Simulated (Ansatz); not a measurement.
**CH4GeS (SMILES [CH2]1[S][GeH2]1): one structure at several levels**

An exercise on one series of results from a longer session: the logs are not shown, and one member is left open.

Method: single points in def2-TZVPP; program: Ansatz 0.2.0, Gaussian basis.

Cores are frozen in the correlated methods. Filled d shells of the heavier atoms are correlated.

## Starting geometry

SMILES `[CH2]1[S][GeH2]1`, 7 atoms, charge 0, spin multiplicity 1.

Atoms are counted from 1 here; the program's logs count them from 0.

Bond lengths: C1–S2 1.930 Å, C1–Ge3 2.040 Å, C1–H4 1.124 Å, C1–H5 1.154 Å, S2–Ge3 2.174 Å, Ge3–H6 1.628 Å, Ge3–H7 1.587 Å. Angles: S2–C1–Ge3 66.3°, S2–C1–H4 104.2°, S2–C1–H5 111.4°, Ge3–C1–H4 120.8°, Ge3–C1–H5 130.4°, H4–C1–H5 108.0°, C1–S2–Ge3 59.3°, C1–Ge3–S2 54.4°, C1–Ge3–H6 113.8°, C1–Ge3–H7 121.0°, S2–Ge3–H6 121.7°, S2–Ge3–H7 123.2°, H6–Ge3–H7 111.0°.

Coordinates:

```csv
atom,x (Å),y (Å),z (Å)
C1,-0.80750,-0.09880,-0.58920
S2,-0.44410,-1.47750,0.71100
Ge3,0.86310,0.24970,0.52810
H4,-0.73750,-0.62750,-1.57890
H5,-1.88040,0.31150,-0.47950
H6,0.73290,1.53050,1.52510
H7,2.31040,0.17860,-0.12020
```

Set-up of the first run:

run/in.yaml

```yaml
crystal:
  periodic: [false, false, false]
  atoms:
    - {symbol: C, position_ang: [-0.807500, -0.098800, -0.589200]}
    - {symbol: S, position_ang: [-0.444100, -1.477500, 0.711000]}
    - {symbol: Ge, position_ang: [0.863100, 0.249700, 0.528100]}
    - {symbol: H, position_ang: [-0.737500, -0.627500, -1.578900]}
    - {symbol: H, position_ang: [-1.880400, 0.311500, -0.479500]}
    - {symbol: H, position_ang: [0.732900, 1.530500, 1.525100]}
    - {symbol: H, position_ang: [2.310400, 0.178600, -0.120200]}
basis:
  gaussian: {orbitals: def2-TZVPP}
correlation: {method: ccsd_t}
output: {forces: true}
```

No record of the launch command was kept for these runs.

Steps of the session up to this table: CCSD(T)/def2-TZVPP; PBE0-D4/def2-TZVPP; wB97M-V/def2-TZVPP; r2SCAN-D4/def2-TZVPP; PBE-D4/def2-TZVPP; r2SCANh-D4/def2-TZVPP; BLYP-D4/def2-TZVPP.

One of the session's tables, all rows but one given; the rest of the session is left out.

| method | RMS force component (eV/Å) | angle to CCSD(T) forces (°) | dipole (D) |
| --- | --- | --- | --- |
| CCSD(T) | 0.804 | reference | 1.49 |
| PBE0-D4 | 0.797 | 10.6 | 1.59 |
| wB97M-V | 0.830 | 8.4 | 1.59 |
| r2SCAN-D4 | 0.774 | 6.0 | 1.55 |
| PBE-D4 | ? | ? | ? |
| r2SCANh-D4 | 0.807 | 8.6 | 1.59 |
| BLYP-D4 | 0.725 | 14.5 | 1.40 |

Q: Estimate the row for PBE-D4 from the others.

The run gave: RMS force component (eV/Å): 0.687; angle to CCSD(T) forces (°): 6.2; dipole (D): 1.44. In the column «RMS force component (eV/Å)» it is the lowest.
